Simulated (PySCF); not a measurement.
# C2H9GeNSi: the cost of one run

The runs use PySCF 2.14.0, with density-fitted response routines of our own; the level of theory stands in each step. All values are computed, except where a source is named. Atoms count from 0, in the outputs and in this text.

### 1 The starting structure

14 atoms, charge 0, multiplicity 1; geometry from: GFN2-xTB. The atoms were then displaced at random by about 0.01 Å, so the start is not that level's minimum.

Bonds of the start (Å): C0–C1 1.31, C1–Ge2 1.95, Ge2–N3 1.86, N3–Si4 1.70, C0–H5 1.07, C0–H6 1.09, C1–H7 1.09, Ge2–H8 1.48, Ge2–H9 1.52, N3–H10 1.01, Si4–H11 1.45, Si4–H12 1.47, Si4–H13 1.47.

### 2 Optimising the geometry at PBE0-D3(BJ)/def2-SVP

Job settings and geometry (Å):

```
{"job": {"xc": "PBE0", "basis": "def2-SVP", "d3": "d3bj", "grid": 1, "shake": 0.01, "kind": "geom"}, "charge": 0, "multiplicity": 1}
C     -2.600590    -0.231390     0.639900
C     -1.424540     0.275750     0.894130
Ge    -0.393190     1.342920    -0.377290
N      1.063770     0.400330    -1.055470
Si     2.416410    -0.122660    -0.165840
H     -3.170750    -0.817430     1.332790
H     -3.107510     0.002040    -0.299780
H     -0.933060     0.054380     1.839660
H     -1.209320     1.757080    -1.537150
H      0.240290     2.545330     0.299270
H      0.758530    -0.229450    -1.790030
H      3.294210    -0.756570    -1.135070
H      2.077790    -1.054060     0.917260
H      2.980820     1.098680     0.429860
```

Launch:

```bash
> OMP_NUM_THREADS=1 python probes_run.py task.json out
```

This one command runs all jobs of the session in turn.

**Question.** How long does this first job take on 1 thread of Arm Neoverse V1, shared host, and how much memory does it need?

About 2.3 min, with a peak of 0.59 GiB.
